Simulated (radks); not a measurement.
**Nuclear size and the levels of Hf³⁷⁺**

One table from this session's results is given with a row withheld; the runs are named, their logs left out.

Program: radks (a radial shooting solver on a logarithmic mesh, Libxc functionals) version 1. Level of theory: Dirac Kohn-Sham, LDA (Slater exchange, Perdew-Wang correlation), spin-unpolarised, spherical densities, finite nucleus; open shells are shared between the two j in proportion to 2j + 1. These are calculated values, not measurements, unless marked.

## The system

| Quantity | Value |
| --- | --- |
| element | hafnium (Z = 72) |
| charge | +37 |
| electrons | 35 |
| configuration | [Ar] 3d10 4s2 4p5 |
| nuclear rms radius | 5.347 fm |

Outer shells as boxes (Hund's rule):

Hf³⁷⁺
```
[Ar] core
3d [↑↓][↑↓][↑↓][↑↓][↑↓]
4s [↑↓]
4p [↑↓][↑↓][↑ ]
```

Set-up of the first run:

Input:

```text
Z 72
configuration [Ar] 3d10 4s2 4p5 5s0 4d0
relativity Dirac
functional lda,pw
spin unpolarised
j_filling average
nucleus finite rms 5.347 fm
c 137.035999084
```

Steps of the session up to this table: rms radius 5.347 fm.

One table of the session follows, with a row left open; its other results are not shown here.

Sizes of the orbitals, from the radial functions (bohr):

```
level     <r>  outermost maximum (interpolated)  90 % within  nodes
3d3/2  0.1827                             0.151        0.283      0
3d5/2  0.1869                             0.154        0.289      0
4s1/2  0.4186                             0.411        0.593      3
4p1/2       ?                                 ?            ?      ?
4p3/2  0.4360                             0.429        0.622      2
4d3/2  0.4249                             0.412        0.618      1
4d5/2  0.4306                             0.418        0.626      1
5s1/2  0.7156                             0.737        0.993      4
```

**Question.** Estimate the row for 4p1/2.

The run gave: <r>: 0.4157; outermost maximum (interpolated): 0.407; 90 % within: 0.594; nodes: 2. In the column «<r>» it lies between 3d5/2 (0.1869) and 4s1/2 (0.4186).
